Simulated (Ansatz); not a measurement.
# C2HF2In: the cost of one run

Computed with Ansatz 0.2.0, Gaussian basis. Level: the settings change from run to run.

## Step 1: The geometry

The structure was relaxed beforehand with PBE0-D4 in a triple-zeta def2 set. In takes a core potential in def2 sets; no spin-orbit term is included.

6 atoms, charge 0, spin multiplicity 1.

Atoms are counted from 1 here; the program's logs count them from 0.

Bond lengths: F1–C2 1.269 Å, C2–C3 1.196 Å, C3–H6 1.071 Å, In4–F5 2.021 Å. Angles: F1–C2–C3 179.8°, C2–C3–H6 177.7°.

## Step 2: B97M-V/x2c-TZVPPall

This run has multiplicity 3, coordinates scaled by 1.25, a grid of angular degree 23.

File in.yaml:

```yaml
crystal:
  periodic: [false, false, false]
  atoms:
    - {symbol: F, position_ang: [0.657598, -3.195975, 0.914571]}
    - {symbol: C, position_ang: [0.627374, -1.610466, 0.856553]}
    - {symbol: C, position_ang: [0.601647, -0.116832, 0.805675]}
    - {symbol: In, position_ang: [-1.659863, 0.826515, -2.309813]}
    - {symbol: F, position_ang: [-0.721176, 2.798971, -1.041355]}
    - {symbol: H, position_ang: [0.546920, 1.217786, 0.716616]}
basis:
  gaussian: {orbitals: x2c-TZVPPall, final_grid: {core_spheres: 8, valence_spheres: 7, degree: 23}}
magnetization: {spin_polarized: true, initial_magnetization: 2}
hamiltonian: {xc: {name: B97M-V}}
output: {forces: true}
```

Run with:

```bash
$ ansatz run in.yaml --threads 2 --pin off --events-out ev --progress --plain --max-ram 4352MiB
```

What time and memory should one allow on 2 threads of Arm Neoverse V1, shared host?

About 97 s, with a peak of 0.53 GiB.
